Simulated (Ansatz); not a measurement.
# Na2Au: properties at the relaxed cell

This session takes Na2Au and sets out to fit an equation of state.

Computed with Ansatz 0.2.0 (DFT r2SCAN, scalar-relativistic, plane waves, PAW, unless a step's input says otherwise).

1 further run of the same task is left out (set aside as unsound or not needed).

**1. The starting structure**

It takes space group I4/mcm (No. 140, tetragonal). The conventional cell has a = 7.277 Å, b = 7.277 Å, c = 5.636 Å, α = 90.00°, β = 90.00°, γ = 90.00°. Na (site symmetry m2m) is surrounded by 4 Au at 3.04 Å and 2 Na at 3.22 Å. Au (site symmetry 422) is surrounded by 2 Au at 2.82 Å and 8 Na at 3.04 Å.

Structure file:

```
CELL_PARAMETERS angstrom
-3.63848 3.63848 2.81803
3.63848 -3.63848 2.81803
3.63848 3.63848 -2.81803
ATOMIC_POSITIONS crystal
Na 0.67386 0.17386 0.84772
Na 0.17386 0.32614 0.50000
Na 0.32614 0.82614 0.15228
Na 0.82614 0.67386 0.50000
Au 0.25000 0.25000 0.00000
Au 0.75000 0.75000 0.00000
```

It is the result of an earlier relaxation at this level (volume 24.87 Å³/atom; gap on the mesh: none (metal)).

**2. Volume × 0.97**

input.yaml

```yaml
crystal:
  lattice:
    - [-3.6017267515, 3.6017267515, 2.7895654825]
    - [3.6017267515, -3.6017267515, 2.7895654825]
    - [3.6017267515, 3.6017267515, -2.7895654825]
  atoms:
    - { symbol: Na, position: [0.6738619701, 0.1738619701, 0.8477239403] }
    - { symbol: Na, position: [0.1738619701, 0.3261380299, 0.5] }
    - { symbol: Na, position: [0.3261380299, 0.8261380299, 0.1522760597] }
    - { symbol: Na, position: [0.8261380299, 0.6738619701, 0.5] }
    - { symbol: Au, position: [0.25, 0.25, 0.0] }
    - { symbol: Au, position: [0.75, 0.75, 0.0] }
basis:
  ecutwfc: 500
kpoints:
  mp_grid: { grid: [8, 8, 8] }
hamiltonian:
  xc: r2scan
scf:
  occupations: { method: gaussian, width: 0.1 }
output:
  forces: true
  stress: true
  eigenvalues: true
relax:
  adjacent_minimum: "off"
  f_tol: 0.01
  max_steps: 30
  cell: { stress_tol: 0.1, fix: [volume] }
```

Command:

```bash
$ ansatz run input.yaml --threads 2 --pin off --max-ram 5120MiB --backend cpu --events-out ev --progress --plain --runs-dir out
```

**3. Point at V/V0 = 1.03**

Changes to input.yaml since step 2:

```diff
@@ -2,5 +2,5 @@
   lattice:
-    - [-3.6017267515, 3.6017267515, 2.7895654825]
-    - [3.6017267515, -3.6017267515, 2.7895654825]
-    - [3.6017267515, 3.6017267515, -2.7895654825]
+    - [-3.6745085172, 3.6745085172, 2.8459355281]
+    - [3.6745085172, -3.6745085172, 2.8459355281]
+    - [3.6745085172, 3.6745085172, -2.8459355281]
   atoms:
```

**4. Point at V/V0 = 0.94**

input.yaml

```yaml
crystal:
  lattice:
    - [-3.5591582099, 3.5591582099, 2.7683411992]
    - [3.5591582099, -3.5591582099, 2.7683411992]
    - [3.5591582099, 3.5591582099, -2.7683411992]
  atoms:
    - { symbol: Na, position: [0.6730566798, 0.1730566798, 0.8461133595] }
    - { symbol: Na, position: [0.1730566798, 0.3269433202, 0.5] }
    - { symbol: Na, position: [0.3269433202, 0.8269433202, 0.1538866405] }
    - { symbol: Na, position: [0.8269433202, 0.6730566798, 0.5] }
    - { symbol: Au, position: [0.25, 0.25, 0.0] }
    - { symbol: Au, position: [0.75, 0.75, 0.0] }
basis:
  ecutwfc: 500
kpoints:
  mp_grid: { grid: [8, 8, 8] }
hamiltonian:
  xc: r2scan
scf:
  occupations: { method: gaussian, width: 0.1 }
output:
  forces: true
  stress: true
  eigenvalues: true
  write_density: true
  write_potential: true
  elf: true
  volumetric_format: npy
relax:
  adjacent_minimum: "off"
  f_tol: 0.01
  max_steps: 30
  cell: { stress_tol: 0.1, fix: [volume] }
```

**5. The cell scaled to 1.06 of its volume**

input.yaml

```yaml
crystal:
  lattice:
    - [-3.7152658987, 3.7152658987, 2.8649194245]
    - [3.7152658987, -3.7152658987, 2.8649194245]
    - [3.7152658987, 3.7152658987, -2.8649194245]
  atoms:
    - { symbol: Na, position: [0.6748655741, 0.1748655741, 0.8497311481] }
    - { symbol: Na, position: [0.1748655741, 0.3251344259, 0.5] }
    - { symbol: Na, position: [0.3251344259, 0.8251344259, 0.1502688519] }
    - { symbol: Na, position: [0.8251344259, 0.6748655741, 0.5] }
    - { symbol: Au, position: [0.25, 0.25, 0.0] }
    - { symbol: Au, position: [0.75, 0.75, 0.0] }
basis:
  ecutwfc: 500
kpoints:
  mp_grid: { grid: [8, 8, 8] }
hamiltonian:
  xc: r2scan
scf:
  occupations: { method: gaussian, width: 0.1 }
output:
  forces: true
  stress: true
  eigenvalues: true
relax:
  adjacent_minimum: "off"
  f_tol: 0.01
  max_steps: 30
  cell: { stress_tol: 0.1, fix: [volume] }
```

**6. The cell scaled to 0.91 of its volume**

input.yaml

```yaml
crystal:
  lattice:
    - [-3.5131871237, 3.5131871237, 2.7505856762]
    - [3.5131871237, -3.5131871237, 2.7505856762]
    - [3.5131871237, 3.5131871237, -2.7505856762]
  atoms:
    - { symbol: Na, position: [0.6715786637, 0.1715786637, 0.8431573274] }
    - { symbol: Na, position: [0.1715786637, 0.3284213363, 0.5] }
    - { symbol: Na, position: [0.3284213363, 0.8284213363, 0.1568426726] }
    - { symbol: Na, position: [0.8284213363, 0.6715786637, 0.5] }
    - { symbol: Au, position: [0.25, 0.25, 0.0] }
    - { symbol: Au, position: [0.75, 0.75, 0.0] }
basis:
  ecutwfc: 500
kpoints:
  mp_grid: { grid: [8, 8, 8] }
hamiltonian:
  xc: r2scan
scf:
  occupations: { method: gaussian, width: 0.1 }
output:
  forces: true
  stress: true
  eigenvalues: true
relax:
  adjacent_minimum: "off"
  f_tol: 0.01
  max_steps: 30
  cell: { stress_tol: 0.1, fix: [volume] }
```

**7. Point at V/V0 = 1.10**

input.yaml

```yaml
crystal:
  lattice:
    - [-3.7696067897, 3.7696067897, 2.8879317974]
    - [3.7696067897, -3.7696067897, 2.8879317974]
    - [3.7696067897, 3.7696067897, -2.8879317974]
  atoms:
    - { symbol: Na, position: [0.6770676681, 0.1770676681, 0.8541353363] }
    - { symbol: Na, position: [0.1770676681, 0.3229323319, 0.5] }
    - { symbol: Na, position: [0.3229323319, 0.8229323319, 0.1458646637] }
    - { symbol: Na, position: [0.8229323319, 0.6770676681, 0.5] }
    - { symbol: Au, position: [0.25, 0.25, 0.0] }
    - { symbol: Au, position: [0.75, 0.75, 0.0] }
basis:
  ecutwfc: 500
kpoints:
  mp_grid: { grid: [8, 8, 8] }
hamiltonian:
  xc: r2scan
scf:
  occupations: { method: gaussian, width: 0.1 }
output:
  forces: true
  stress: true
  eigenvalues: true
relax:
  adjacent_minimum: "off"
  f_tol: 0.01
  max_steps: 30
  cell: { stress_tol: 0.1, fix: [volume] }
```

**8. Volume × 0.88**

input.yaml

```yaml
crystal:
  lattice:
    - [-3.4652741995, 3.4652741995, 2.7339704198]
    - [3.4652741995, -3.4652741995, 2.7339704198]
    - [3.4652741995, 3.4652741995, -2.7339704198]
  atoms:
    - { symbol: Na, position: [0.6697348774, 0.1697348774, 0.8394697548] }
    - { symbol: Na, position: [0.1697348774, 0.3302651226, 0.5] }
    - { symbol: Na, position: [0.3302651226, 0.8302651226, 0.1605302452] }
    - { symbol: Na, position: [0.8302651226, 0.6697348774, 0.5] }
    - { symbol: Au, position: [0.25, 0.25, 0.0] }
    - { symbol: Au, position: [0.75, 0.75, 0.0] }
basis:
  ecutwfc: 500
kpoints:
  mp_grid: { grid: [8, 8, 8] }
hamiltonian:
  xc: r2scan
scf:
  occupations: { method: gaussian, width: 0.1 }
output:
  forces: true
  stress: true
  eigenvalues: true
relax:
  adjacent_minimum: "off"
  f_tol: 0.01
  max_steps: 30
  cell: { stress_tol: 0.1, fix: [volume] }
```

(Steps that only read results are left out.)

**Question.** What will these runs give? Wanted: equilibrium volume of the fit; bulk modulus.

**Answer**, as computed:

| quantity | value |
| --- | --- |
| equilibrium volume of the fit | 24.88 Å³/atom |
| bulk modulus | 26 GPa |
| its pressure derivative | 4.2 |

The fit puts the minimum at 24.88 Å³/atom with B = 26 GPa and B' = 4.2. Spin-orbit coupling is left out for Au.
